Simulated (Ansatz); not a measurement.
# C₂H₈GaNSi: a ladder of functionals and wavefunction methods

An exercise on one series of results from a longer session: the logs are not shown, and one member is left open.

Program: Ansatz 0.2.0, Gaussian basis. Level of theory: functionals in def2-TZVPP, the program's frozen cores in correlated methods. These are calculated values, not measurements.

Levels to be run: PBE-D4, r2SCAN-D4, PBE0-D4, B3LYP-D4, ωB97X-V, ωB97M-V, B2PLYP; CCSD(T)/def2-TZVPP; MP2/def2-QZVPP; extrapolation to the limit.

### The relaxed structure

The geometry comes from an earlier relaxation with PBE0-D4 in a triple-zeta def2 set; it is a stationary point, not always the lowest conformer.

13 atoms, charge 0, spin multiplicity 1.

Atoms are counted from 1 here; the program's logs count them from 0.

Bond lengths: C1–N2 1.446 Å, C1–H6 1.092 Å, C1–H7 1.092 Å, C1–H8 1.094 Å, N2–C3 1.263 Å, N2–Ga4 2.273 Å, C3–H9 1.087 Å, C3–H10 1.092 Å, Ga4–Si5 2.590 Å, Si5–H11 1.497 Å, Si5–H12 1.506 Å, Si5–H13 1.505 Å. Angles: N2–C1–H6 109.1°, N2–C1–H7 108.7°, N2–C1–H8 112.2°, H6–C1–H7 108.0°, H6–C1–H8 109.4°, H7–C1–H8 109.3°, C1–N2–C3 119.4°, C1–N2–Ga4 114.4°, C3–N2–Ga4 126.2°, N2–C3–H9 119.5°, N2–C3–H10 122.2°, H9–C3–H10 118.3°, N2–Ga4–Si5 78.7°, Ga4–Si5–H11 120.9°, Ga4–Si5–H12 106.5°, Ga4–Si5–H13 114.1°, H11–Si5–H12 105.2°, H11–Si5–H13 104.9° and more.

Coordinates:

```
C    -1.18963    0.72876    1.02956
N    -0.52464    0.71956   -0.25406
C     0.28935    1.64316   -0.53753
Ga   -1.16235   -0.97485   -1.62775
Si    0.95143   -1.98470   -0.52315
H    -2.27056    0.72396    0.87255
H    -0.92232   -0.18287    1.56887
H    -0.91377    1.59917    1.63218
H     0.79921    1.63206   -1.49794
H     0.50575    2.45988    0.15445
H     1.34993   -3.40444   -0.78330
H     2.11709   -1.15532   -0.99335
H     0.99091   -1.83906    0.97419
```

The first run:

in.yaml

```yaml
crystal:
  periodic: [false, false, false]
  atoms:
    - {symbol: C, position_ang: [-1.189627, 0.728762, 1.029561]}
    - {symbol: N, position_ang: [-0.524643, 0.719556, -0.254065]}
    - {symbol: C, position_ang: [0.289347, 1.643156, -0.537534]}
    - {symbol: Ga, position_ang: [-1.162347, -0.974854, -1.627752]}
    - {symbol: Si, position_ang: [0.951431, -1.984698, -0.523154]}
    - {symbol: H, position_ang: [-2.270557, 0.723962, 0.872545]}
    - {symbol: H, position_ang: [-0.922320, -0.182871, 1.568873]}
    - {symbol: H, position_ang: [-0.913772, 1.599168, 1.632179]}
    - {symbol: H, position_ang: [0.799207, 1.632057, -1.497939]}
    - {symbol: H, position_ang: [0.505754, 2.459879, 0.154446]}
    - {symbol: H, position_ang: [1.349929, -3.404438, -0.783298]}
    - {symbol: H, position_ang: [2.117087, -1.155316, -0.993350]}
    - {symbol: H, position_ang: [0.990911, -1.839061, 0.974188]}
basis:
  gaussian: {orbitals: def2-TZVPP}
hamiltonian: {xc: pbe, dispersion: d4}
output: {forces: true, orbitals: {seedname: orbitals}}
```

Started as:

```sh
$ ansatz run in.yaml --threads 2 --pin off --events-out ev --progress --plain --max-ram 22528MiB --backend cuda --devices 0, --max-vram 18GiB
```

Steps of the session up to this table: PBE-D4 (GGA); r2SCAN-D4 (meta-GGA); PBE0-D4 (hybrid); B3LYP-D4 (hybrid); ωB97X-V (range-separated); ωB97M-V (range-separated); B2PLYP (double hybrid); CCSD(T) in def2-TZVPP; MP2 in def2-QZVPP.

One table of the session follows, with a row left open; its other results are not shown here.

```
            method  atomisation energy (kJ/mol)
            PBE-D4                       4389.0
         r2SCAN-D4                       4309.2
           PBE0-D4                       4310.4
          B3LYP-D4                       4330.7
           ωB97X-V                       4320.7
           ωB97M-V                       4313.5
            B2PLYP                       4259.5
     HF/def2-TZVPP                       3085.3
    MP2/def2-TZVPP                       4214.1
   CCSD/def2-TZVPP                       4138.2
CCSD(T)/def2-TZVPP                       4203.4
           MP2/CBS                       4321.5
       CCSD(T)/CBS                            ?
```

Estimate the missing values for CCSD(T)/CBS.

As computed: atomisation energy (kJ/mol): 4310.8. In the column «atomisation energy (kJ/mol)» it lies between PBE0-D4 (4310.4) and ωB97M-V (4313.5).

Among the levels timed on like hardware and quicker than the yardstick, those that no quicker one beats, quickest first: PBE0-D4 (2.1 s, -0.4 kJ/mol). Runs this short are mostly start-up, so their order is noise.

B2PLYP carry no dispersion term (for B3LYP, D4 adds 51.3 kJ/mol).
